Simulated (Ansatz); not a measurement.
# ClF2HSSi: a ladder of functionals and wavefunction methods

Aim: compute ClF2HSSi with functionals from several rungs and with coupled cluster. The yardstick is the atomisation energy at the CCSD(T) limit.

The runs use Ansatz 0.2.0, Gaussian basis; functionals in def2-TZVPP, the program's frozen cores in correlated methods.

Levels to be run: LDA (SPW92), PBE-D4, revPBE-D4, BLYP-D4, r2SCAN-D4, B97M-V, PBE0-D4, B3LYP-D4, r2SCANh-D4, r2SCAN0-D4, HSE06-D4, BHLYP-D4, CAM-B3LYP-D4, LC-ωPBE, ωB97X-V, ωB97M-V, B2PLYP, PBE-QIDH; CCSD(T)/def2-SVP; CCSD(T)/def2-TZVPP; MP2/def2-QZVPP; extrapolation to the limit; RPA on PBE.

## 1. The geometry

All runs share one geometry, relaxed beforehand with PBE0-D4 in a triple-zeta def2 set.

6 atoms, charge 0, spin multiplicity 1.

Atoms are counted from 1 here; the program's logs count them from 0.

Bond lengths: F1–Si2 1.577 Å, Si2–F3 1.575 Å, Si2–S4 2.095 Å, Si2–Cl5 2.020 Å, S4–H6 1.345 Å. Angles: F1–Si2–F3 107.6°, F1–Si2–S4 112.3°, F1–Si2–Cl5 106.7°, F3–Si2–S4 106.6°, F3–Si2–Cl5 109.4°, S4–Si2–Cl5 114.0°, Si2–S4–H6 92.5°.

Coordinates:

```xyz
6

F     0.96339   -0.05289    1.44283
Si    0.33777   -0.34172    0.02406
F     0.46064   -1.88909   -0.24447
S    -1.70466    0.11908   -0.05127
Cl    1.45796    0.66564   -1.32210
H    -1.47311    1.43498    0.10476
```

## 2. LDA

This LDA is Slater exchange with PW92 correlation.

The input, in.yaml:

```yaml
crystal:
  periodic: [false, false, false]
  atoms:
    - {symbol: F, position_ang: [0.963390, -0.052887, 1.442829]}
    - {symbol: Si, position_ang: [0.337774, -0.341723, 0.024060]}
    - {symbol: F, position_ang: [0.460642, -1.889094, -0.244475]}
    - {symbol: S, position_ang: [-1.704657, 0.119079, -0.051274]}
    - {symbol: Cl, position_ang: [1.457958, 0.665641, -1.322095]}
    - {symbol: H, position_ang: [-1.473107, 1.434981, 0.104755]}
basis:
  gaussian: {orbitals: def2-TZVPP}
hamiltonian: {xc: lda}
output: {orbitals: {seedname: orbitals}}
```

The runs that follow: PBE-D4 (GGA); revPBE-D4 (GGA); BLYP-D4 (GGA); r2SCAN-D4 (meta-GGA); B97M-V (meta-GGA); PBE0-D4 (hybrid); B3LYP-D4 (hybrid); r2SCANh-D4 (hybrid); r2SCAN0-D4 (hybrid); HSE06-D4 (hybrid); BHLYP-D4 (hybrid); CAM-B3LYP-D4 (range-separated); LC-ωPBE-D4 (range-separated); ωB97X-V (range-separated); ωB97M-V (range-separated); B2PLYP (double hybrid); PBE-QIDH (double hybrid); CCSD(T) in def2-SVP; CCSD(T) in def2-TZVPP; MP2 in def2-QZVPP; RPA on PBE orbitals.

Before running them: what should the planned runs give, taken together? Wanted: atomisation energy, CCSD(T)/CBS; farthest beyond LDA; mean size of error, GGA; mean size of error, meta-GGA; mean size of error, hybrid; mean size of error, range-separated; mean size of error, double hybrid; gap, smallest and largest; T1 diagnostic.

As calculated:

| quantity | value |
| --- | --- |
| atomisation energy, CCSD(T)/CBS | 2291.0 kJ/mol |
| functionals within 11.5 kJ/mol (0.5 %) | r2SCAN-D4, ωB97X-V, ωB97M-V |
| farthest beyond LDA | BHLYP-D4 (-123.3 kJ/mol) |
| mean size of error, GGA | 38.1 kJ/mol |
| mean size of error, meta-GGA | 7.3 kJ/mol |
| mean size of error, hybrid | 54.0 kJ/mol |
| mean size of error, range-separated | 17.5 kJ/mol |
| mean size of error, double hybrid | 45.1 kJ/mol |
| gap, smallest and largest | 5.83 eV (BLYP-D4), 13.35 eV (LC-ωPBE) |
| T1 diagnostic | 0.0112 |
| triples share of the correlation energy | 3.5 % |

**Reading.** The LDA atomisation energy is off by 335.9 kJ/mol (15 %): it overbinds. PBE-D4 misses by +16.3 kJ/mol. Double hybrids carry the basis error of their MP2 part in triple zeta, and no dispersion term here, so their miss is partly the set-up's. By mean error the best rung here is meta-GGA (7.3 kJ/mol) and the worst beyond LDA is hybrid (54.0 kJ/mol). The mean of the hybrids holds BHLYP, with half exact exchange. Misses under about 11.5 kJ/mol are within the doubt on the reference itself, which lacks core-valence correlation, relativity and higher excitations. Hartree-Fock recovers 73 % of the binding; the rest is correlation. CCSD(T) in def2-SVP is off by -248.7 kJ/mol, more than most functionals: a good method in a small basis is no reference. Orbital gaps span 5.8 to 13.3 eV; exact exchange widens them.
